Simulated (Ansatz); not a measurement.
**Si₃H₆S: a ladder of functionals and wavefunction methods**

An exercise on one series of results from a longer session: the logs are not shown, and one member is left open.

The runs use Ansatz 0.2.0, Gaussian basis; functionals in def2-TZVPP, the program's frozen cores in correlated methods.

The runs, in order: LDA (SPW92), PBE-D4, revPBE-D4, BLYP-D4, r2SCAN-D4, B97M-V, PBE0-D4, B3LYP-D4, r2SCANh-D4, r2SCAN0-D4, HSE06-D4, BHLYP-D4, CAM-B3LYP-D4, LC-ωPBE, ωB97X-V, ωB97M-V, B2PLYP, PBE-QIDH; CCSD(T)/def2-SVP; CCSD(T)/def2-TZVPP; MP2/def2-QZVPP; extrapolation to the limit; RPA on PBE.

### The relaxed structure

The geometry comes from an earlier relaxation with PBE0-D4 in a triple-zeta def2 set; it is a stationary point, not always the lowest conformer.

SMILES `[SiH3][SiH]1[SiH2]S1`, 10 atoms, charge 0, spin multiplicity 1.

Atoms are counted from 1 here; the program's logs count them from 0.

Bond lengths: Si1–Si2 2.327 Å, Si1–H5 1.487 Å, Si1–H6 1.488 Å, Si1–H7 1.485 Å, Si2–Si3 2.250 Å, Si2–S4 2.167 Å, Si2–H8 1.486 Å, Si3–S4 2.144 Å, Si3–H9 1.482 Å, Si3–H10 1.482 Å. Angles: Si2–Si1–H5 110.7°, Si2–Si1–H6 110.2°, Si2–Si1–H7 108.0°, H5–Si1–H6 108.9°, H5–Si1–H7 109.5°, H6–Si1–H7 109.6°, Si1–Si2–Si3 121.3°, Si1–Si2–S4 113.7°, Si1–Si2–H8 115.9°, Si3–Si2–S4 58.0°, Si3–Si2–H8 119.5°, S4–Si2–H8 113.8°, Si2–Si3–S4 59.0°, Si2–Si3–H9 122.0°, Si2–Si3–H10 122.1°, S4–Si3–H9 115.3°, S4–Si3–H10 115.2°, H9–Si3–H10 111.9° and more.

The first run:

in.yaml

```yaml
crystal:
  periodic: [false, false, false]
  atoms:
    - {symbol: Si, position_ang: [-1.249601, 1.477316, 0.091448]}
    - {symbol: Si, position_ang: [0.115799, -0.171120, -0.822253]}
    - {symbol: Si, position_ang: [1.506274, -1.385484, 0.464847]}
    - {symbol: S, position_ang: [-0.383436, -2.176434, -0.169400]}
    - {symbol: H, position_ang: [-2.625566, 1.387490, -0.465073]}
    - {symbol: H, position_ang: [-0.695597, 2.825422, -0.207348]}
    - {symbol: H, position_ang: [-1.294841, 1.272107, 1.561662]}
    - {symbol: H, position_ang: [0.377081, -0.062563, -2.281498]}
    - {symbol: H, position_ang: [1.636662, -1.146653, 1.921520]}
    - {symbol: H, position_ang: [2.696325, -2.071182, -0.090905]}
basis:
  gaussian: {orbitals: def2-TZVPP}
hamiltonian: {xc: lda}
output: {orbitals: {seedname: orbitals}}
```

On the command line:

```
$ ansatz run in.yaml --threads 2 --pin off --events-out ev --progress --plain --max-ram 4352MiB
```

Among the steps run: LDA; PBE-D4 (GGA); revPBE-D4 (GGA); BLYP-D4 (GGA); r2SCAN-D4 (meta-GGA); B97M-V (meta-GGA); PBE0-D4 (hybrid); B3LYP-D4 (hybrid); r2SCANh-D4 (hybrid); r2SCAN0-D4 (hybrid); HSE06-D4 (hybrid); BHLYP-D4 (hybrid); CAM-B3LYP-D4 (range-separated); LC-ωPBE (range-separated); ωB97X-V (range-separated); ωB97M-V (range-separated); B2PLYP (double hybrid); PBE-QIDH (double hybrid).

One table of the session follows, with a row left open; its other results are not shown here.

It belongs to the step «Frontier levels by functional». 

```
  functional  HOMO (eV)  gap (eV)
 LDA (SPW92)      -6.24      4.44
      PBE-D4      -6.15      4.52
   revPBE-D4      -6.11      4.56
     BLYP-D4          ?         ?
   r2SCAN-D4      -6.38      4.97
      B97M-V      -6.49      4.94
     PBE0-D4      -7.18      6.36
    B3LYP-D4      -6.95      5.99
  r2SCANh-D4      -6.76      5.63
  r2SCAN0-D4      -7.32      6.61
    HSE06-D4      -6.79      5.61
    BHLYP-D4      -8.02      8.16
CAM-B3LYP-D4      -8.34      8.60
     LC-ωPBE      -9.62     10.90
     ωB97X-V      -9.31     10.51
     ωB97M-V      -9.11     10.05
```

**Question.** Estimate the row for BLYP-D4.

Worked estimate for «HOMO (eV)». Against the share of exact exchange, B3LYP-D4 (0.2, -6.95), BHLYP-D4 (0.5, -8.02) give a slope of -3.57 per unit share; at 0 the line stands at -6.24.

**Answer.** HOMO (eV): -5.95; gap (eV): 4.51. In «HOMO (eV)» the line misses by -0.29.
